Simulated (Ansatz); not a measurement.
# AsH₄− (triplet): wave-function methods side by side, aug-cc-pVDZ

Aim: climb from Hartree-Fock through coupled cluster and multireference methods for AsH₄− (triplet) at one geometry and basis, and see what each rung misses.

Method: aug-cc-pVDZ, core rule «outside noble gas», up to 14 orbitals frozen; program: Ansatz 0.2.0, Gaussian basis.

Plan: UHF; CCSD(T) on ROHF; CCSD(T) on UHF; BCCD(T) on ROHF; CISD; CCSDT(Q) on ROHF; CCSDT(Q) on UHF; CASSCF and MRCISD+Q, 10 electrons in 8 orbitals; CASSCF and NEVPT2, 10 electrons in 8 orbitals.

12 further runs of the same task are left out: 4 that didn't finish, 8 set aside as unsound or not needed.

## 1. The system

The geometry is a PBE0/def2-TZVPD stationary point (not a proven minimum) of the parent state, kept for this charge and spin. No spin-orbit coupling is included. The filled d shell of As may be among the frozen orbitals whatever the setting's name suggests; the logs give the count.

5 atoms, charge -1, spin multiplicity 3.

Atoms are counted from 1 here; the program's logs count them from 0.

Bond lengths: As1–H3 1.520 Å, As1–H4 1.520 Å. Angles: H3–As1–H4 97.1°.

## 2. UHF

File in.yaml:

```yaml
crystal:
  periodic: [false, false, false]
  atoms:
    - {symbol: As, position_ang: [0.031969, 0.000000, 0.000000]}
    - {symbol: H, position_ang: [-0.214355, 0.000000, 1.829972]}
    - {symbol: H, position_ang: [-0.973788, -1.139440, 0.000000]}
    - {symbol: H, position_ang: [-0.973791, 1.139438, 0.000000]}
    - {symbol: H, position_ang: [-0.214355, 0.000000, -1.829972]}
basis:
  gaussian: {orbitals: aug-cc-pVDZ}
total_charge: -1
magnetization: {spin_polarized: true, initial_magnetization: 2}
hamiltonian: {xc: hf}
output: {orbitals: {seedname: orbitals}}
```

On the command line:

```console
> ansatz run in.yaml --threads 1 --pin off --events-out ev --progress --plain --max-ram 2393MiB
```

The runs that follow: CCSD(T) on ROHF; CCSD(T) on UHF; BCCD(T) on ROHF; CISD; CCSDT(Q) on ROHF; CCSDT(Q) on UHF; CASSCF and MRCISD+Q, 10 electrons in 8 orbitals; CASSCF and NEVPT2, 10 electrons in 8 orbitals.

Q: Predict the results of all the runs planned. Wanted: UCCSDT(Q) below the RHF energy; RMP2 from UCCSDT(Q); UMP2 from UCCSDT(Q); RCCSD from UCCSDT(Q); RCCSD(T) from UCCSDT(Q); UCCSD(T) from UCCSDT(Q); RCCSDT(Q) from UCCSDT(Q); NEVPT2 valence from UCCSDT(Q); MRCISD+Q valence from UCCSDT(Q).

As calculated:

```
                         quantity                                value
   UCCSDT(Q) below the RHF energy                           -5.7881 eV
              RMP2 from UCCSDT(Q)                      +25.54 kcal/mol
              UMP2 from UCCSDT(Q)                      +28.47 kcal/mol
             RCCSD from UCCSDT(Q)                       +5.66 kcal/mol
          RCCSD(T) from UCCSDT(Q)                       +1.00 kcal/mol
          UCCSD(T) from UCCSDT(Q)                       +1.06 kcal/mol
         RCCSDT(Q) from UCCSDT(Q)                       +0.01 kcal/mol
    NEVPT2 valence from UCCSDT(Q)                      +26.21 kcal/mol
  MRCISD+Q valence from UCCSDT(Q)                       +1.23 kcal/mol
levels within 1 kcal/mol (43 meV)  RCCSD(T), RCCSDT, UCCSDT, RCCSDT(Q)
                    T1 diagnostic                                0.036
   effectively unpaired electrons                                 2.04
```

In words: RCCSD(T) misses by +1.00 kcal/mol, 0.7 % of the correlation energy. One determinant dominates. Of the multireference levels listed MRCISD+Q valence comes nearest in total energy (+1.23 kcal/mol), which doesn't show that its space is the better one. Coupled cluster took another determinant than the lowest Hartree-Fock one. These misses are within one basis, not against nature; the frozen cores of restricted and unrestricted runs differ, which can shift their rows. The highest orbital lies above zero: the basis alone holds the extra electron.
